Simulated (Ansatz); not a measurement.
# HfSn3O8: the band gap up the ladder of functionals

The task here is to estimate one member of a computed series from the others.

The runs shown are made with Ansatz 0.2.0. PAW datasets, plane waves. These are computed values for a spin-unpolarised cell that may be hypothetical; none is a measurement.

## Starting point

The cell was relaxed beforehand with r2SCAN.

It is orthorhombic, Cmmm (No. 65); a = 6.752 Å, b = 6.775 Å, c = 6.416 Å in the conventional setting, 12.23 Å³ an atom. Near Hf stand 6 O at 2.08 Å; near Sn stand 6 O at 2.06–2.07 Å; near O stand 2 Sn at 2.07 Å and 1 Hf at 2.08 Å; near O stand 2 Sn at 2.06–2.07 Å and 1 Hf at 2.08 Å.

Coordinates:

```cif
data_structure
_symmetry_space_group_name_H-M 'Cmmm'
_symmetry_Int_Tables_number 65
_cell_length_a 6.7519
_cell_length_b 6.7751
_cell_length_c 6.4164
_cell_angle_alpha 90.000
_cell_angle_beta 90.000
_cell_angle_gamma 90.000
_cell_volume 293.51
loop_
_atom_site_label
_atom_site_type_symbol
_atom_site_symmetry_multiplicity
_atom_site_Wyckoff_symbol
_atom_site_fract_x
_atom_site_fract_y
_atom_site_fract_z
_atom_site_occupancy
Hf1 Hf 2 b 0.00000 0.50000 0.00000 1
Sn1 Sn 4 k 0.00000 0.00000 0.74909 1
O1 O 4 i 0.00000 0.19287 0.00000 1
O2 O 8 o 0.19536 0.50000 0.74874 1
Sn2 Sn 2 c 0.00000 0.50000 0.50000 1
O3 O 4 j 0.00000 0.19527 0.50000 1
```

The first run:

The input, input.yaml:

```yaml
crystal:
  lattice:
    - [3.3875321485, -3.3759472757, 0.0]
    - [3.3875321485, 3.3759472757, 0.0]
    - [0.0, 0.0, 6.4163934677]
  atoms:
    - { symbol: Hf, position: [0.5, 0.5, 0.0] }
    - { symbol: Sn, position: [0.0, 0.0, 0.7490896391] }
    - { symbol: O, position: [0.1928737448, 0.1928737448, 0.0] }
    - { symbol: O, position: [0.8071262552, 0.8071262552, 0.0] }
    - { symbol: O, position: [0.6953631052, 0.3046368948, 0.7487379734] }
    - { symbol: O, position: [0.3046368948, 0.6953631052, 0.7487379734] }
    - { symbol: Sn, position: [0.5, 0.5, 0.5] }
    - { symbol: Sn, position: [0.0, 0.0, 0.2509103609] }
    - { symbol: O, position: [0.1952655834, 0.1952655834, 0.5] }
    - { symbol: O, position: [0.8047344166, 0.8047344166, 0.5] }
    - { symbol: O, position: [0.6953631052, 0.3046368948, 0.2512620266] }
    - { symbol: O, position: [0.3046368948, 0.6953631052, 0.2512620266] }
kpoints:
  mp_grid: { grid: [6, 6, 4] }
  band_path:
    path:
      - [[0.0, 0.0, 0.0], [0.5, 0.5, 0.0], [0.5017070042447, 0.4982929957553, 0.0]]
      - [[0.4982929957553, -0.4982929957553, 0.0], [0.0, 0.0, 0.0], [0.0, 0.0, 0.5], [0.4982929957553, -0.4982929957553, 0.5]]
      - [[0.5017070042447, 0.4982929957553, 0.5], [0.5, 0.5, 0.5], [0.5, 0.5, 0.0]]
      - [[0.0, 0.0, 0.0], [0.5, 9.821873650733e-18, 0.0], [0.5, 9.821873650733e-18, 0.5], [0.0, 0.0, 0.5], [0.5, 0.5, 0.5]]
    npoints: 10
hamiltonian:
  xc: pbe
scf:
  occupations: { method: fermi_dirac, width: 0.02 }
  n_extra_bands: 7
output:
  forces: true
  stress: true
  eigenvalues: true
```

Steps of the session up to this table: Band structure with PBE; r2SCAN at the same geometry; Single point with HSE06; PBE+SOC at the same geometry; PBE0.

One of the session's tables, all rows but one given; the rest of the session is left out.

```
  level  gap (eV)
    PBE      2.01
 r2SCAN         ?
  HSE06      3.72
PBE+SOC      2.01
   PBE0      4.45
```

Q: Estimate the row for r2SCAN from the others.

**Answer.** gap (eV): 2.66. In the column «gap (eV)» it lies between PBE+SOC (2.01) and HSE06 (3.72).

Meshes: PBE 6×6×4, r2SCAN 6×6×4, HSE06 4×4×2, PBE+SOC 6×6×4, PBE0 4×4×2

In words: The gap runs from 2.01 eV (PBE) to 4.45 eV (PBE0). Against HSE06, PBE is short by 1.71 eV, at 54 % of it, and r2SCAN 71 %. PBE0 lies 0.73 eV above HSE06, which differs from it by screening the long-range exchange.

To keep in mind: Warnings in the runs' records: stress exchange threshold loose, stress scf threshold loose.
